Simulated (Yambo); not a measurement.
A run of Yambo 5.3.0 is set up as follows.

The input optics5.in:

```
optics
chi
Chimod= "IP"
% BndsRnXd
 1 | 54 |
%
% LongDrXd
 1 | 1 | 1 |
%
% QpntsRXd
 1 | 1 |
%
% EnRngeXd
 0 | 20 | eV
%
% DmRngeXd
 0.3 | 0.3 | eV
%
ETStpsXd= 300
```

Contents of scf.in:

```
&CONTROL
  calculation = 'scf'
  prefix = 'pwscf'
  outdir = './tmp'
  pseudo_dir = './pseudo'
/
&SYSTEM
  ibrav = 0
  nat = 2
  ntyp = 1
  ecutwfc = 78
  nbnd = 21
  occupations = 'smearing'
  smearing = 'fd'
  degauss = 0.00367493
  force_symmorphic = .true.
/
&ELECTRONS
  conv_thr = 4d-10
  electron_maxstep = 120
  mixing_beta = 0.5
/
ATOMIC_SPECIES
Ge    72.6300 Ge.upf
CELL_PARAMETERS bohr
   0.0000000000    5.3458651312    5.3458651312
   5.3458651312    0.0000000000    5.3458651312
   5.3458651312    5.3458651312    0.0000000000
ATOMIC_POSITIONS bohr
Ge     8.0187976968    8.0187976968    8.0187976968
Ge     5.3458651312    5.3458651312    5.3458651312
K_POINTS automatic
8 8 8 0 0 0
```

nscf.in

```
&CONTROL
  calculation = 'nscf'
  prefix = 'pwscf'
  outdir = './tmp'
  pseudo_dir = './pseudo'
/
&SYSTEM
  ibrav = 0
  nat = 2
  ntyp = 1
  ecutwfc = 78
  nbnd = 114
  occupations = 'smearing'
  smearing = 'fd'
  degauss = 0.00367493
  force_symmorphic = .true.
/
&ELECTRONS
  conv_thr = 1d-08
  diago_full_acc = .true.
  diago_thr_init = 1d-06
/
ATOMIC_SPECIES
Ge    72.6300 Ge.upf
CELL_PARAMETERS bohr
   0.0000000000    5.3458651312    5.3458651312
   5.3458651312    0.0000000000    5.3458651312
   5.3458651312    5.3458651312    0.0000000000
ATOMIC_POSITIONS bohr
Ge     8.0187976968    8.0187976968    8.0187976968
Ge     5.3458651312    5.3458651312    5.3458651312
K_POINTS automatic
6 6 6 0 0 0
```

Potentials or basis: PseudoDojo 0.4.1 SR PBEsol standard.

Run with:

```bash
$ OMP_NUM_THREADS=1 pw.x -in scf.in > scf.out
$ OMP_NUM_THREADS=1 pw.x -in nscf.in > nscf.out
$ cd tmp/pwscf.save; p2y; mv SAVE ../..; cd ../..
$ OMP_NUM_THREADS=1 yambo
$ OMP_NUM_THREADS=1 yambo -F optics5.in -J optics5 -C optics5_out
```

(1) Estimate the band gap on the k mesh, mean-field level.

Results:

(1) none (metal or under the smearing width).

Caveat: the ground state has no gap, which makes the many-body step unreliable; this crystal is a semiconductor, whose small gap the functional closes, so the metal is an error of the method.

**Measured values to compare with.**

From “Electronic and optical properties of SixGe1-x-ySny alloys lattice-matched to Ge”, 2021, arxiv:2109.02782, for a bulk crystal of Ge at 300 K: band gap 0.807 eV (direct).

Against the measured gap of Ge, 0.807 eV (direct; 300 K; “Electronic and optical properties of SixGe1-x-ySny alloys lattice-matched to Ge”, 2021, arxiv:2109.02782), the calculated 0.00 eV is off by -0.81 eV. 3 values of this kind are on record (0.666 to 0.807 eV); this one was drawn at random among those near their median. Spin-orbit coupling on Ge is left out. The value is that of PBEsol on a finite k mesh, which can miss the band edges, without temperature or zero-point motion. Semilocal functionals fall short of measured gaps as a rule.
